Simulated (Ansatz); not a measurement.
# SrBe2: the cost of one run

Computed with Ansatz 0.2.0 (DFT PBE, scalar-relativistic, plane waves, PAW, unless a step's input says otherwise).

1 further run of the same task is left out (it didn't finish).

### 1 The structure to begin with

It takes space group I4/mcm (No. 140, tetragonal). The conventional cell has a = 6.150 Å, b = 6.150 Å, c = 5.119 Å, α = 90.00°, β = 90.00°, γ = 90.00°. Sr (site symmetry 422) is surrounded by 2 Sr at 2.56 Å and 8 Be at 2.62 Å. Be (site symmetry m2m) is surrounded by 4 Sr at 2.62 Å and 3 Be at 2.91 to 2.94 Å.

Structure file:

```cif
data_structure
_symmetry_space_group_name_H-M 'P 1'
_symmetry_Int_Tables_number 1
_cell_length_a 5.0462
_cell_length_b 5.0462
_cell_length_c 5.0462
_cell_angle_alpha 104.910
_cell_angle_beta 104.910
_cell_angle_gamma 119.038
_cell_volume 96.82
loop_
_atom_site_label
_atom_site_type_symbol
_atom_site_fract_x
_atom_site_fract_y
_atom_site_fract_z
_atom_site_occupancy
Sr1 Sr 0.25000 0.25000 0.00000 1
Sr2 Sr 0.75000 0.75000 0.00000 1
Be1 Be 0.66700 0.16700 0.83400 1
Be2 Be 0.16700 0.33300 0.50000 1
Be3 Be 0.33300 0.83300 0.16600 1
Be4 Be 0.83300 0.66700 0.50000 1
```

(A quick probe on a coarse mesh, which set the mesh and smearing, is not shown.)

### 3 A loose first relaxation

input.yaml reads:

```yaml
crystal:
  lattice:
    - [-3.0750890604, 3.0750890604, 2.5597076924]
    - [3.0750890604, -3.0750890604, 2.5597076924]
    - [3.0750890604, 3.0750890604, -2.5597076924]
  atoms:
    - { symbol: Sr, position: [0.25, 0.25, 0.0] }
    - { symbol: Sr, position: [0.75, 0.75, 0.0] }
    - { symbol: Be, position: [0.667, 0.167, 0.834] }
    - { symbol: Be, position: [0.167, 0.333, 0.5] }
    - { symbol: Be, position: [0.333, 0.833, 0.166] }
    - { symbol: Be, position: [0.833, 0.667, 0.5] }
basis:
  ecutwfc: 420
kpoints:
  mp_grid: { grid: [4, 4, 4] }
hamiltonian:
  xc: pbe
scf:
  occupations: { method: gaussian, width: 0.1 }
  lower_state_search: "off"
output:
  forces: true
  stress: true
  eigenvalues: true
relax:
  adjacent_minimum: "off"
  f_tol: 0.04
  max_steps: 70
  cell: { stress_tol: 0.4 }
```

Launch:

```bash
$ ansatz run input.yaml --threads 1 --pin off --max-ram 2560MiB --backend cpu --events-out ev --progress --plain --runs-dir out
```

Q: Estimate wall time and peak memory on 1 thread of Intel Xeon 6975P-C (Granite Rapids), shared host.

About 46 s, with a peak of 0.42 GiB.
